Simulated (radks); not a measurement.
# Spin polarisation of the 3p shell in K³⁺

Aim: the energy gained and the exchange splitting as electrons of the 3p shell of K³⁺ are turned from spin down to spin up.

Program: radks (a radial shooting solver on a logarithmic mesh, Libxc functionals) version 1. Level of theory: non-relativistic Kohn-Sham, TPSS, spin-polarised, spherical densities, point nucleus. These are calculated values, not measurements, unless marked.

## Step 1: The system

| Property | Result |
| --- | --- |
| element | potassium (Z = 19) |
| charge | +3 |
| electrons | 16 |
| configuration | [Ne] 3s2 3p(up 2, down 2) |

A shell typed twice in an input gives spin up, then spin down.

## Step 2: No moment

Input:

```text
Z 19
configuration [Ne] 3s2 3p2 3p2
relativity non-relativistic
functional tpss,tpss
spin polarised
nucleus point
```

On the command line:

```sh
python run_ks.py task.json out
```

This one command runs every case of the session in turn.

## Step 3: moment 0.5 in 3p

Input:

```text
Z 19
configuration [Ne] 3s2 3p2.25 3p1.75
relativity non-relativistic
functional tpss,tpss
spin polarised
nucleus point
```

## Step 4: moment 1 in 3p

Input:

```text
Z 19
configuration [Ne] 3s2 3p2.5 3p1.5
relativity non-relativistic
functional tpss,tpss
spin polarised
nucleus point
```

## Step 5: moment 1.5 in 3p

Input:

```text
Z 19
configuration [Ne] 3s2 3p2.75 3p1.25
relativity non-relativistic
functional tpss,tpss
spin polarised
nucleus point
```

## Step 6: moment 2 in 3p

Input:

```text
Z 19
configuration [Ne] 3s2 3p3 3p1
relativity non-relativistic
functional tpss,tpss
spin polarised
nucleus point
```

**Question.** What will these runs give? Wanted: for each run, moment; E − E(0); ε(3p up); ε(3p down); splitting.

The runs gave:

| moment (μB) | E − E(0) (eV) | ε(3p up) (eV) | ε(3p down) (eV) | splitting (eV) |
| --- | --- | --- | --- | --- |
| 0 | 0.000 | -54.925 | -54.925 | 0.000 |
| 0.5 | -0.095 | -55.293 | -54.529 | 0.764 |
| 1 | -0.383 | -55.635 | -54.102 | 1.533 |
| 1.5 | -0.863 | -55.954 | -53.642 | 2.313 |
| 2 | -1.540 | -56.251 | -53.141 | 3.110 |

**Reading.** At a moment of 2 μB the energy has fallen by 1.54 eV and the 3p levels split by 3.11 eV, 1.555 eV per μB. The Stoner form E = −I m²/4 would give I = 1.540 eV. The energy falls at every step.
